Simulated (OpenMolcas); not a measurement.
**CH5BN2 (SMILES B1NCN1): a chain of runs**

Wanted: a single-point energy (HF/ANO-RCC-MB), then a single-point energy (CASSCF(2,2)/ANO-RCC-VDZP), then an energy scan (CASPT2(2,2)/ANO-RCC-VDZP), then an energy scan (SC-NEVPT2(2,2)/ANO-RCC-VDZP), then an energy scan (MC-PDFT[tPBE](2,2)/ANO-RCC-VDZP) of CH5BN2. 

The calculation is run with OpenMolcas 26.06.

## 1. The structure to begin with

The species is CH5BN2 (9 atoms), meant as a singlet with charge 0. As SMILES, `B1NCN1`. The coordinates come from a PBE0-D4/def2-TZVP relaxation.

Bond lengths: B1–N2 1.430 Å, N2–C3 1.458 Å, B1–N4 1.430 Å, C3–N4 1.458 Å, B1–H5 1.191 Å, N2–H6 1.003 Å, C3–H7 1.097 Å, C3–H8 1.097 Å, N4–H9 1.003 Å. Some angles: B1–N2–C3 88.7°, N2–B1–N4 92.5°, N2–C3–N4 90.2°, B1–N4–C3 88.7°, B1–N2–H6 135.4°, C3–N2–H6 124.3°, N2–B1–H5 133.7°, N4–B1–H5 133.8°, N2–C3–H7 113.7°, N2–C3–H8 114.4°.

## 2. The energy at HF/ANO-RCC-MB (DKH2) (run 1)

File mol.xyz:

```xyz
9

B     -0.538100     0.903800    -0.424200
N      0.763900     0.350100    -0.630900
C      0.430100    -0.702400     0.322000
N     -0.891500    -0.116200     0.513500
H     -1.109600     1.851900    -0.864600
H      1.686500     0.722000    -0.761500
H      0.420000    -1.707100    -0.117100
H      1.046900    -0.704100     1.228600
H     -1.719800    -0.644400     0.717000
```

File step1.inp:

```
&GATEWAY
Coord=mol.xyz
Basis=ANO-RCC-MB
Group=NoSym
&SEWARD
&SCF
PrOrbitals=0
&LOCALISATION
Occupied
Freeze
Pipek-Mezey
&LOCALISATION
FileOrb=$Project.LocOrb
Virtual
Pipek-Mezey
```

Started as:

```
$ export MOLCAS_MEM=1860
$ pymolcas step1.inp > step1.log
```

The program printed:

```text
--- Start Module: gateway ---
[...]
--- Stop Module: gateway /rc=_RC_ALL_IS_WELL_ ---
[...]
      Basis functions           25
[...]
       Convergence after  10 Iterations
[...]
::    Total SCF energy                               -174.2354240798
[...]
      Total spin, S                                     0.0000000000
[...]
      Total electronic charge=   30.000000
      Total            charge=   -0.000000
[...]
      Dipole Moment (debye):
      Origin of the operator (angstrom)=   -0.0397    0.0769   -0.0401
                   X=  6.7977E-01               Y= -1.1276E+00               Z=  5.2440E-01           Total=  1.4172E+00
      Quadrupole Moment (debye*angstrom):
[...]
--- Start Module: localisation ---
[...]
--- Stop Module: localisation /rc=_RC_ALL_IS_WELL_ ---
--- Start Module: localisation ---
[...]
--- Stop Module: localisation /rc=_RC_ALL_IS_WELL_ ---
[...]
```

It took 3.9 s on 1 thread of AMD EPYC 7R43 (Zen 3), shared host; peak memory 0.41 GiB.

## 3. A single-point energy at CASSCF(2,2)/ANO-RCC-VDZP (DKH2, RICD fitting) (run 2)

mol.xyz is that of step 2.

File step2.inp:

```
&gateway
 coord
 mol.xyz
 basis
 ANO-RCC-MB
 group
 NoSym

&seward

&rasscf
 fileorb
 $CurrDir/step1.LocOrb
 alter
 2
 1 7 15
 1 16 21
 spin
 1
 nactel
 2 0 0
 inactive
 14
 ras2
 2
 orblisting
 Nothing
>>> COPY $Project.RunFile RUNFIL1
>>> COPY $Project.RasOrb INPORB

&gateway
 coord
 mol.xyz
 basis
 ANO-RCC-VDZP
 group
 NoSym
 ricd

&seward
>>> COPY $Project.RunFile RUNFIL2

&expbas

&rasscf
 fileorb
 $Project.ExpOrb
 spin
 1
 nactel
 2 0 0
 inactive
 14
 ras2
 2
 orblisting
 Nothing
```

Started as:

```
$ export MOLCAS_MEM=1860
$ pymolcas step2.inp > step2.log
```

The program printed:

```text
--- Start Module: gateway ---
[...]
--- Stop Module: gateway /rc=_RC_ALL_IS_WELL_ ---
[...]
      Basis functions           25
[...]
      Number of active orbitals                  2
[...]
      Spin quantum number                      0.0
[...]
      Active orbitals                            2
[...]
      Number of CSFs                             3
[...]
      Number of root(s) required                 1
[...]
      Convergence after  9 iterations
[...]
      printout of CI-coefficients larger than  0.05 for root  1
      energy=    -174.249792
      conf/sym  11     Coeff  Weight
             1  20   0.99547 0.99096
             3  02  -0.09509 0.00904
      Natural orbitals and occupation numbers for root  1
      sym 1:   1.981916   0.018084
      ************************************************************************************************************************
      *                                                    Final results                                                     *
[...]
::    RASSCF root number  1 Total energy:   -174.24979165
[...]
      Basis functions           81
[...]
--- Start Module: expbas ---
[...]
--- Stop Module: expbas /rc=_RC_ALL_IS_WELL_ ---
--- Start Module: rasscf ---
[...]
      Convergence after 12 iterations
[...]
      Natural orbitals and occupation numbers for root  1
      sym 1:   1.981778   0.018222
      ************************************************************************************************************************
      *                                                    Final results                                                     *
[...]
::    RASSCF root number  1 Total energy:   -174.53728693
[...]
      Total electronic charge=   30.000000
      Total            charge=   -0.000000
[...]
      Dipole Moment (debye):
      Origin of the operator (angstrom)=   -0.0397    0.0769   -0.0401
                   X=  5.2794E-01               Y= -8.6753E-01               Z=  4.1398E-01           Total=  1.0967E+00
      Quadrupole Moment (debye*angstrom):
[...]
--- Stop Module: rasscf /rc=_RC_ALL_IS_WELL_ ---
[...]
```

It took 9.3 s on 1 thread of AMD EPYC 7R43 (Zen 3), shared host; peak memory 0.41 GiB.

## 4. An energy scan at CASPT2(2,2)/ANO-RCC-VDZP (DKH2, RICD fitting, ipea shift 0.25 Eh, pt2 variant SS) (run 3)

File step3.input:

```
>>> COPY $CurrDir/step2.RasOrb $Project.RasOrb
>>> ForEach K in (1, 2, 3, 4, 5, 6, 7, 8, 9)

&GATEWAY
  Coord=$CurrDir/point$K.xyz
  Basis=ANO-RCC-VDZP
  Group=NoSym
  RICD

&SEWARD

&RASSCF
  FileOrb=$Project.RasOrb
  Spin=1
  Nactel=2 0 0
  Inactive=14
  Ras2=2
  OrbListing=Nothing

&CASPT2
  Imaginary=0.2
  Frozen=4
>>> EndDo
```

Started as:

```
$ export MOLCAS_MEM=1860
$ pymolcas step3.input > step3.log
```

The program printed:

```text
[...]
      Basis functions           81
[...]
      Number of active orbitals                  2
[...]
      Spin quantum number                      0.0
[...]
      Active orbitals                            2
[...]
      Number of CSFs                             3
[...]
      Number of root(s) required                 1
[...]
      Convergence after  9 iterations
[...]
      Natural orbitals and occupation numbers for root  1
      sym 1:   1.987304   0.012696
      ************************************************************************************************************************
      *                                                    Final results                                                     *
[...]
::    RASSCF root number  1 Total energy:   -174.52687955
[...]
::    CASPT2 Root  1     Total energy:   -175.08713291
[...]
      Convergence after  9 iterations
[...]
      Natural orbitals and occupation numbers for root  1
      sym 1:   1.981749   0.018251
      ************************************************************************************************************************
      *                                                    Final results                                                     *
[...]
      Convergence after 10 iterations
[...]
      Natural orbitals and occupation numbers for root  1
      sym 1:   1.852670   0.147330
      ************************************************************************************************************************
      *                                                    Final results                                                     *
[...]
      Convergence after 10 iterations
[...]
      Natural orbitals and occupation numbers for root  1
      sym 1:   1.720059   0.279941
      ************************************************************************************************************************
      *                                                    Final results                                                     *
[...]
      Convergence after 10 iterations
[...]
      Natural orbitals and occupation numbers for root  1
      sym 1:   1.488359   0.511641
      ************************************************************************************************************************
      *                                                    Final results                                                     *
[...]
::    RASSCF root number  1 Total energy:   -174.39361236
[...]
::    CASPT2 Root  1     Total energy:   -174.94757912
[...]
      Convergence after  9 iterations
[...]
::    RASSCF root number  1 Total energy:   -174.38406097
[...]
::    CASPT2 Root  1     Total energy:   -174.93602452
[...]
```

Wall time 57 s (1 thread of AMD EPYC 7R43 (Zen 3), shared host); peak memory 0.081 GiB.

The scan, from its lowest point:

```tsv
H7–C3 (Å)	energy (kJ/mol)
0.987	25.5
1.097	0.0
1.206	13.4
1.371	66.6
1.590	153.3
1.864	249.6
2.193	331.7
2.632	391.9
3.290	422.2
```

## 5. An energy scan at SC-NEVPT2(2,2)/ANO-RCC-VDZP (DKH2, RICD fitting, pt2 variant SC-NEVPT2) (run 4)

File step4.input:

```
>>> EXPORT MOLCAS_PRINT=2
>>> COPY $CurrDir/step2.RasOrb $Project.RasOrb
>>> ForEach K in (1, 2, 3, 4, 5, 6, 7, 8, 9)
&GATEWAY
Coord = $CurrDir/point$K.xyz
Basis = ANO-RCC-VDZP
Group = NoSym
RICD
&SEWARD
&RASSCF
FileOrb = $Project.RasOrb
Spin = 1
Nactel = 2 0 0
Inactive = 14
Ras2 = 2
OrbListing = Nothing
&CASPT2
SC-NEVPT2
Frozen = 4
>>> EndDo
```

Started as:

```
$ export MOLCAS_MEM=1860
$ pymolcas step4.input > step4.log
```

The program printed:

```text
[...]
      Basis functions           81
[...]
      Number of active orbitals                  2
[...]
      Spin quantum number                      0.0
[...]
      Active orbitals                            2
[...]
      Number of CSFs                             3
[...]
      Number of root(s) required                 1
[...]
      Convergence after  9 iterations
[...]
      printout of CI-coefficients larger than  0.05 for root  1
      energy=    -174.526880
      conf/sym  11     Coeff  Weight
             1  20   0.99682 0.99365
             3  02  -0.07968 0.00635
      Natural orbitals and occupation numbers for root  1
      sym 1:   1.987304   0.012696
      ************************************************************************************************************************
      *                                                    Final results                                                     *
[...]
::    RASSCF root number  1 Total energy:   -174.52687955
[...]
      E2 (Variational):          -0.5562379402
[...]
::    SC-NEVPT2 Root  1     Total energy:   -175.08308298
[...]
      Convergence after  9 iterations
[...]
      Natural orbitals and occupation numbers for root  1
      sym 1:   1.981749   0.018251
      ************************************************************************************************************************
      *                                                    Final results                                                     *
[...]
      Convergence after 10 iterations
[...]
      Natural orbitals and occupation numbers for root  1
      sym 1:   1.852670   0.147330
      ************************************************************************************************************************
      *                                                    Final results                                                     *
[...]
      Convergence after 10 iterations
[...]
      Natural orbitals and occupation numbers for root  1
      sym 1:   1.720059   0.279941
      ************************************************************************************************************************
      *                                                    Final results                                                     *
[...]
      Convergence after 10 iterations
[...]
::    RASSCF root number  1 Total energy:   -174.39361236
[...]
::    SC-NEVPT2 Root  1     Total energy:   -174.94365813
[...]
      Convergence after  9 iterations
[...]
::    RASSCF root number  1 Total energy:   -174.38406097
[...]
      E2 (Variational):          -0.5483499409
[...]
      Reference weight:           0.84664
[...]
::    SC-NEVPT2 Root  1     Total energy:   -174.93241092
[...]
```

It took 52 s on 1 thread of AMD EPYC 7R43 (Zen 3), shared host; peak memory 0.081 GiB.

The scan, from its lowest point:

```tsv
H7–C3 (Å)	energy (kJ/mol)
0.987	26.3
1.097	0.0
1.206	12.7
1.371	65.2
1.590	151.5
1.864	248.4
2.193	331.7
2.632	392.3
3.290	421.9
```

## 6. An energy scan at MC-PDFT[tPBE](2,2)/ANO-RCC-VDZP (DKH2, RICD fitting) (run 5)

File step5.input:

```
* CH5BN2 MC-PDFT
>>> COPY $CurrDir/step2.RasOrb $Project.RasOrb
>>> ForEach K in (1, 2, 3, 4, 5, 6, 7, 8, 9)

&GATEWAY
 Coord = $CurrDir/point$K.xyz
 Basis = ANO-RCC-VDZP
 Group = NoSym
 RICD

&SEWARD

&RASSCF
 FileOrb = $Project.RasOrb
 Spin = 1
 Nactel = 2 0 0
 Inactive = 14
 Ras2 = 2
 OrbListing = Nothing

&MCPDFT
 KSDFT = T:PBE
>>> EndDo
```

Started as:

```
$ export MOLCAS_MEM=1860
$ pymolcas step5.input > step5.log
```

The program printed:

```text
--- Start Module: gateway ---
[...]
      Basis functions           81
[...]
      Number of active orbitals                  2
[...]
      Spin quantum number                      0.0
[...]
      Active orbitals                            2
[...]
      Number of CSFs                             3
[...]
      Number of root(s) required                 1
[...]
      Convergence after  9 iterations
[...]
      printout of CI-coefficients larger than  0.05 for root  1
      energy=    -174.526880
      conf/sym  11     Coeff  Weight
             1  20   0.99682 0.99365
             3  02  -0.07968 0.00635
      Natural orbitals and occupation numbers for root  1
      sym 1:   1.987304   0.012696
      ************************************************************************************************************************
      *                                                    Final results                                                     *
[...]
::    RASSCF root number  1 Total energy:   -174.52687955
[...]
::    MCPDFT root number  1 Total energy:   -175.36368422
[...]
      Convergence after  9 iterations
[...]
      Natural orbitals and occupation numbers for root  1
      sym 1:   1.981749   0.018251
      ************************************************************************************************************************
      *                                                    Final results                                                     *
[...]
      Convergence after 10 iterations
[...]
      Natural orbitals and occupation numbers for root  1
      sym 1:   1.852670   0.147330
      ************************************************************************************************************************
      *                                                    Final results                                                     *
[...]
      Convergence after 10 iterations
[...]
      Natural orbitals and occupation numbers for root  1
      sym 1:   1.720059   0.279941
      ************************************************************************************************************************
      *                                                    Final results                                                     *
[...]
      Convergence after 10 iterations
[...]
::    RASSCF root number  1 Total energy:   -174.39361236
[...]
::    MCPDFT root number  1 Total energy:   -175.21639492
[...]
      Convergence after  9 iterations
[...]
::    RASSCF root number  1 Total energy:   -174.38406097
[...]
      Total electronic charge=   30.000000
      Total            charge=   -0.000000
[...]
::    MCPDFT root number  1 Total energy:   -175.20358691
[...]
```

It took 59 s on 1 thread of AMD EPYC 7R43 (Zen 3), shared host; peak memory 0.081 GiB.

The scan, from its lowest point:

```tsv
H7–C3 (Å)	energy (kJ/mol)
0.987	26.1
1.097	0.0
1.206	12.4
1.371	64.6
1.590	151.7
1.864	252.0
2.193	342.4
2.632	412.8
3.290	446.5
```

## 7. What came out

```
                                                         quantity          value
                               run 1, HF/ANO-RCC-MB: total energy  -174.23542 Eh
                              run 1, HF/ANO-RCC-MB: dipole moment         1.42 D
                                run 1, HF/ANO-RCC-MB: HOMO energy      -11.34 eV
                                run 1, HF/ANO-RCC-MB: LUMO energy        5.37 eV
                              run 1, HF/ANO-RCC-MB: HOMO–LUMO gap       16.71 eV
                    run 2, CASSCF(2,2)/ANO-RCC-VDZP: total energy  -174.53729 Eh
  run 2, CASSCF(2,2)/ANO-RCC-VDZP: dipole moment (CASSCF density)         1.10 D
       run 3, CASPT2(2,2)/ANO-RCC-VDZP: lowest energy of the scan  -175.09684 Eh
    run 4, SC-NEVPT2(2,2)/ANO-RCC-VDZP: lowest energy of the scan  -175.09310 Eh
run 5, MC-PDFT[tPBE](2,2)/ANO-RCC-VDZP: lowest energy of the scan  -175.37363 Eh
```

Mulliken charges (run 2, CASSCF(2,2)/ANO-RCC-VDZP) run from -0.24 on N2 to +0.54 on C3; they depend strongly on the basis.
